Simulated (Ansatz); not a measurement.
Born–Oppenheimer molecular dynamics of a periodic cell of 16 atoms, TiAl$_{3}$ (surface TiAl3(110)). It starts from a partly relaxed structure (largest force component 0.06 eV/Å).

The calculation used Ansatz, DFT r2SCAN-D3(BJ), scalar-relativistic, plane waves, PAW. Settings: PAW set soft_1, cutoff 500 eV, k mesh 3x2x1, fermi-dirac smearing 0.1 eV, no spin polarisation.

```
ensemble                      : NVE (velocity Verlet)
time step                     : 2 fs
steps asked                   : 30
starting velocities drawn for : 1400 K
atoms held                    : 1, 2, 9, 10
seed                          : 687282
```

First frame:

```xyz
16
Lattice="5.5942 0.0000 0.0000 0.0000 7.9113 0.0000 0.0000 0.0000 15.1956" Properties=species:S:1:pos:R:3
Ti 0.000 0.000 1.000
Al 2.797 0.000 1.000
Al 1.389 1.978 2.277
Al 4.205 1.978 2.277
Ti 2.797 0.000 3.696
Al 0.000 0.000 3.838
Al 4.200 1.978 5.082
Al 1.395 1.978 5.082
Ti 0.000 3.956 1.000
Al 2.797 3.956 1.000
Al 1.389 5.934 2.277
Al 4.205 5.934 2.277
Ti 2.797 3.956 3.696
Al 0.000 3.956 3.838
Al 4.200 5.934 5.082
Al 1.395 5.934 5.082
```

(1) What does the run give?

(2) What happens to the structure?

(3) How do temperature and energy run in time?

Answers

(1) The run went to its last step.

| Item | Value |
| --- | --- |
| steps done | 30 |
| time covered | 60 fs |
| mean temperature over the second half | 392 K |
| spread of the potential energy over the second half | 2.4 meV per atom |
| mean potential energy of the second half above the start | 97.8 meV per atom |

The conserved energy stayed within 0.17 meV per atom of its start (net change 0.11 meV per atom), so the integration is sound. A run of 0.06 ps of so small a system gives no equilibrium averages. Limits of this set-up: coarse k mesh, thin slab, slab without dipole correction.

(2) Mean squared displacements from the first frame to the last: Ti 0.04 Å², Al 0.09 Å². The details hang on the random start.

(3) 
```csv
time (fs),T (K),potential energy less start (eV),conserved less start (meV/atom)
0,1400,0.000,0.00
2,1393,0.011,0.00
4,1371,0.045,0.00
6,1334,0.102,0.01
8,1284,0.180,0.02
10,1221,0.278,0.03
12,1147,0.393,0.04
14,1065,0.521,0.05
16,976,0.658,0.07
18,885,0.800,0.09
20,794,0.942,0.11
22,705,1.079,0.13
24,623,1.207,0.14
26,550,1.320,0.15
28,488,1.417,0.16
30,438,1.495,0.17
32,400,1.553,0.16
34,375,1.592,0.16
36,361,1.614,0.14
38,356,1.621,0.13
40,358,1.618,0.12
42,365,1.607,0.10
44,374,1.593,0.09
46,384,1.578,0.08
48,393,1.563,0.08
50,400,1.552,0.08
52,406,1.543,0.08
54,410,1.537,0.08
56,413,1.533,0.09
58,416,1.528,0.10
60,421,1.520,0.11
```

Time of the run: 12 min on 2 threads of Arm Neoverse V2, with other jobs on the host, peak memory 2.1 GiB.
